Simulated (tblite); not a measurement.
# SnSiH3SCl3 ((Cl)3Sn-S-SiH3) at GFN2-xTB (GBSA chcl3, coupling 0.01 1/fs, VelocityVerlet dynamics, md temperature 400 K, start temperature 400 K)

We compute molecular dynamics of SnSiH3SCl3 ((Cl)3Sn-S-SiH3). 

The results are computed with tblite 0.8.0.

5 further runs of the same task are left out: 1 that didn't finish, 4 set aside as unsound or not needed.

### Step 1. The system as given

The species is SnSiH3SCl3 (9 atoms), meant as a singlet with charge 0. All atoms were displaced at random from a relaxed shape. The run starts from this shape.

Bond lengths: Sn1–Cl2 2.207 Å, Sn1–Cl3 2.215 Å, Sn1–Cl4 2.257 Å, Sn1–S5 2.124 Å, S5–Si6 2.230 Å, Si6–H7 1.536 Å, Si6–H8 1.416 Å. Angles: Cl2–Sn1–Cl3 107.1°, Cl2–Sn1–Cl4 106.6°, Cl2–Sn1–S5 111.7°, Cl3–Sn1–Cl4 102.7°, Cl3–Sn1–S5 118.7°, Cl4–Sn1–S5 108.9°, Sn1–S5–Si6 110.3°, S5–Si6–H7 118.7°, S5–Si6–H8 110.0°, H7–Si6–H8 114.7°. A long bond or contact: Si6–H9 1.795 Å.

### Step 2. Molecular dynamics at GFN2-xTB (GBSA chcl3, coupling 0.01 1/fs, VelocityVerlet dynamics, md temperature 400 K, start temperature 400 K)

xtb_job.py reads:

```python
import json
import numpy as np
from ase import Atoms
from ase.units import Bohr
from tblite.ase import TBLite
from ase.units import kJ, mol as mol_
from ase.units import Debye
from ase import units
from ase.md.velocitydistribution import MaxwellBoltzmannDistribution, Stationary, ZeroRotation
from ase.md.verlet import VelocityVerlet

mol = Atoms(["Sn", "Cl", "Cl", "Cl", "S", "Si", "H", "H", "H"], positions=Bohr * np.array([
    [0.156594, 2.804864, -1.303592],
    [4.135118, 2.971653, -2.544881],
    [-2.051766, 1.163391, -4.456955],
    [-1.249228, 6.829361, -1.167469],
    [-0.193831, 1.178371, 2.348357],
    [-0.403133, -3.021714, 2.066279],
    [0.011926, -4.604327, 4.464771],
    [-2.529153, -3.738135, 0.606940],
    [2.104499, -3.446146, -0.179080],
]))
start = mol.get_positions()

mol.calc = TBLite(method="GFN2-xTB", charge=0, solvation=("gbsa", "chcl3"), verbosity=0)
MaxwellBoltzmannDistribution(mol, temperature_K=400, rng=np.random.default_rng(670))
Stationary(mol)
ZeroRotation(mol)
dyn = VelocityVerlet(mol, timestep=0.5 * units.fs, trajectory="md.traj", logfile="-", loginterval=10)
dyn.run(200)
print(f"Energy: {mol.get_potential_energy() / (kJ / mol_):.6f} kJ/mol")
print(f"Dipole: {np.linalg.norm(mol.get_dipole_moment()) / Debye:.4f} D")
for a, q in zip(mol, mol.get_charges()):
    print(f"{a.symbol}{a.index + 1} {q:+.4f}")
print("Final positions (angstrom):")
for a in mol:
    print(f"{a.symbol:<2} {a.x:12.6f} {a.y:12.6f} {a.z:12.6f}")
json.dump(dict(energy=mol.get_potential_energy(), forces=mol.get_forces().tolist(), dipole=mol.get_dipole_moment().tolist(), charges=mol.get_charges().tolist(),
               symbols=mol.get_chemical_symbols(), start=start.tolist(), final=mol.positions.tolist()), open("results.json", "w"))
```

Command:

```bash
python xtb_job.py
```

**Question.** What will come out? Wanted: potential energy of the last frame.

Computed results:

At GFN2-xTB (GBSA chcl3, coupling 0.01 1/fs, VelocityVerlet dynamics, md temperature 400 K, start temperature 400 K):

| quantity | value |
| --- | --- |
| potential energy of the last frame | -22.40799 Eh |

In words: Mulliken charges run from -0.27 on S5 to +0.52 on Sn1. The run spans only 100 fs, so it is not equilibrated: the temperature averages 556 K over its second half, against 338 K at the start.
